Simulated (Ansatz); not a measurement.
**TlBi: equation of state with PBE**

Crystal: TlBi.

```xyz
2
Lattice="3.9917 0.0000 0.0000 0.0000 3.9917 0.0000 0.0000 0.0000 3.9917" Properties=species:S:1:pos:R:3 pbc="T T T"
Bi    1.9959    1.9959    1.9959
Tl    0.0000    0.0000    0.0000
```

The cell comes from a database or a generator and needn't be the stable form of this composition.

* Program: Ansatz 0.2.0
* Task: equation of state
* Functional: PBE
* Potentials or basis: all-electron LAPW, scalar-relativistic
* Basis error allowed: 0.0005 eV/atom
* k mesh: 7 × 7 × 7
* Occupations: fermi-dirac, width 0.05 eV
* Spin: no spin polarisation

- Equilibrium volume: 31.65 Å³/atom
- Bulk modulus: 36 GPa
- Pressure derivative of the bulk modulus: 5.3

Energy against volume, from the lowest point:
| volume (Å³/atom) | energy (meV/atom) |
| --- | --- |
| 29.893 | 12.39 |
| 30.529 | 4.78 |
| 31.165 | 0.78 |
| 31.801 | 0.00 |
| 32.437 | 2.06 |
| 33.073 | 6.60 |
| 33.710 | 13.32 |

All runs of the series together: 21 s on 1 thread of AMD EPYC 9R45 (Zen 5), on a shared host.
